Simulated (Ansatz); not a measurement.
# Al2H: the cost of one run

Computed with Ansatz 0.2.0 (DFT PBE, scalar-relativistic, plane waves, PAW, unless a step's input says otherwise).

## (1) Starting point

The structure is tetragonal, space group I4/mmm (No. 139). The conventional cell has a = 3.594 Å, b = 3.594 Å, c = 5.894 Å, α = 90.00°, β = 90.00°, γ = 90.00°. Al (site symmetry 4mm) is surrounded by 1 Al at 1.10 Å. H (site symmetry 4/mmm) has 10 Al at 2.40 to 2.60 Å as nearest neighbours.

As a file:

```
CELL_PARAMETERS angstrom
-1.79687 1.79687 2.94705
1.79687 -1.79687 2.94705
1.79687 1.79687 -2.94705
ATOMIC_POSITIONS crystal
Al 0.59300 0.59300 0.00000
Al 0.40700 0.40700 0.00000
H 0.00000 0.00000 0.00000
```

This is candidate A: CaC2 type (I4/mmm, No. 139).

(A quick probe on a coarse mesh, which set the mesh and smearing, is not shown.)

## (3) A loose first relaxation (candidate A)

The input, input.yaml:

```yaml
crystal:
  lattice:
    - [-1.7968675457, 1.7968675457, 2.9470475428]
    - [1.7968675457, -1.7968675457, 2.9470475428]
    - [1.7968675457, 1.7968675457, -2.9470475428]
  atoms:
    - { symbol: Al, position: [0.593, 0.593, 0.0] }
    - { symbol: Al, position: [0.407, 0.407, 0.0] }
    - { symbol: H, position: [0.0, 0.0, 0.0] }
basis:
  ecutwfc: 420
kpoints:
  mp_grid: { grid: [6, 6, 6] }
hamiltonian:
  xc: pbe
scf:
  occupations: { method: gaussian, width: 0.1 }
  lower_state_search: "off"
output:
  forces: true
  stress: true
  eigenvalues: true
relax:
  adjacent_minimum: "off"
  f_tol: 0.04
  max_steps: 70
  cell: { stress_tol: 0.4 }
```

On the command line:

```sh
ansatz run input.yaml --threads 1 --pin off --max-ram 2560MiB --backend cpu --events-out ev --progress --plain --runs-dir out
```

What time and memory should one allow on 1 thread of Intel Xeon 6975P-C (Granite Rapids), shared host?

About 7.4 s, with a peak of 0.34 GiB.
